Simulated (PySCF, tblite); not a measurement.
# C6H15NSi2: geometry, infrared bands and NMR shifts

Wanted: the infrared bands and NMR shifts of C6H15NSi2 (`C=CCN[Si@H]1C[Si@@H](C)C1`), by calculation.

Computed with tblite 0.8.0 and PySCF 2.14.0, with density-fitted response routines of our own, on a single molecule in the gas phase. Atoms are numbered from 0 throughout.

## 1. The molecule as given

24 atoms, charge 0, multiplicity 1; geometry from: force field or distance geometry start.

Bonds of the start (Å): C0–C1 1.36, C1–C2 1.47, C2–N3 1.43, N3–Si4 1.78, Si4–C5 1.87, C5–Si6 1.86, Si6–C7 1.86, Si6–C8 1.87, C8–Si4 1.87, C0–H9 1.09, C0–H10 1.08, C1–H11 1.10, C2–H12 1.10, C2–H13 1.12, N3–H14 1.04, Si4–H15 1.47, C5–H16 1.12, C5–H17 1.11, Si6–H18 1.46, C7–H19 1.10, C7–H20 1.12, C7–H21 1.11, C8–H22 1.09, C8–H23 1.10.

## 2. Relaxing the molecule with GFN2-xTB

What the job is given:

```
{"job": {"kind": "relax", "xc": "GFN2-xTB", "basis": "xTB"}, "charge": 0, "multiplicity": 1}
C      4.395000    -0.257400     0.180800
C      3.130700    -0.381100    -0.305300
C      2.375700     0.843400    -0.620900
N      1.171200     0.920900     0.149500
Si     0.043100    -0.446100    -0.061000
C     -1.326100    -0.259400     1.193000
Si    -2.512300    -0.787200    -0.139400
C     -4.022200     0.298600    -0.201400
C     -1.254100    -0.180500    -1.377100
H      4.731800     0.771000     0.292800
H      4.995000    -1.117700     0.438200
H      2.699600    -1.382500    -0.433200
H      2.197000     0.942600    -1.705700
H      3.022000     1.706800    -0.303100
H      0.664000     1.815400     0.013200
H      0.647600    -1.780500    -0.101300
H     -1.435800     0.822200     1.468800
H     -1.252600    -0.951000     2.060400
H     -2.783900    -2.226400    -0.156600
H     -4.774100     0.035600     0.563000
H     -3.716100     1.361700    -0.036300
H     -4.491100     0.193900    -1.197700
H     -1.153000    -0.814000    -2.260600
H     -1.363200     0.891400    -1.619100
```

On the command line:

```bash
$ OMP_NUM_THREADS=1 python probes_run.py task.json out
```

The driver reads the jobs from task.json and runs them one after another.

**Question.** This job is followed by: GFN2-xTB harmonic vibrations, gas phase; GIAO PBE0/pcSseg-1 NMR shielding, non-relativistic, gas phase. What will the session give for the following? strongest single infrared mode (GFN2-xTB); zero-point energy (GFN2-xTB); ¹³C shifts against TMS (PBE0/pcSseg-1, means over atoms taken as alike); ¹H shifts against TMS (PBE0/pcSseg-1, means over atoms taken as alike); ¹⁵N shifts against NH3 (PBE0/pcSseg-1); ²⁹Si shifts against TMS (PBE0/pcSseg-1).

The runs gave:

| quantity | value |
| --- | --- |
| strongest single infrared mode (GFN2-xTB) | 2183 cm⁻¹, 490 km/mol |
| zero-point energy (GFN2-xTB) | 121.0 kcal/mol |
| ¹³C shifts against TMS (PBE0/pcSseg-1, means over atoms taken as alike) | 149.4, 119.2, 50.1, 2.1, 0.3 ppm |
| ¹H shifts against TMS (PBE0/pcSseg-1, means over atoms taken as alike) | 6.26, 5.88, 5.33, 5.21, 5.11, 3.51, 0.42, 0.41, 0.36, 0.23 ppm |
| ¹⁵N shifts against NH3 (PBE0/pcSseg-1) | 49.3 ppm |
| ²⁹Si shifts against TMS (PBE0/pcSseg-1) | -12.8, -15.3 ppm |

Relaxing lowered the energy by 0.945 eV in 215 steps; the close pair that moved most is N3–Si4, from 1.785 to 1.722 Å. All 66 modes are real, so the xTB geometry is a minimum. The strongest single mode, at 2183 cm⁻¹, moves mainly H18. GFN2-xTB is a fitted tight-binding method: band positions and strengths are rough. Its intensities can rank the bands wrongly. The most deshielded carbon is C1 (alkene CH), at 149.4 ppm: an sp2 carbon of a C=C bond. The most deshielded hydrogen is H11 (hydrogen on an alkene CH), at 6.26 ppm: olefinic region. At PBE0/pcSseg-1: The widest tensor belongs to C1: span 238 ppm, with a paramagnetic part of -221 ppm.
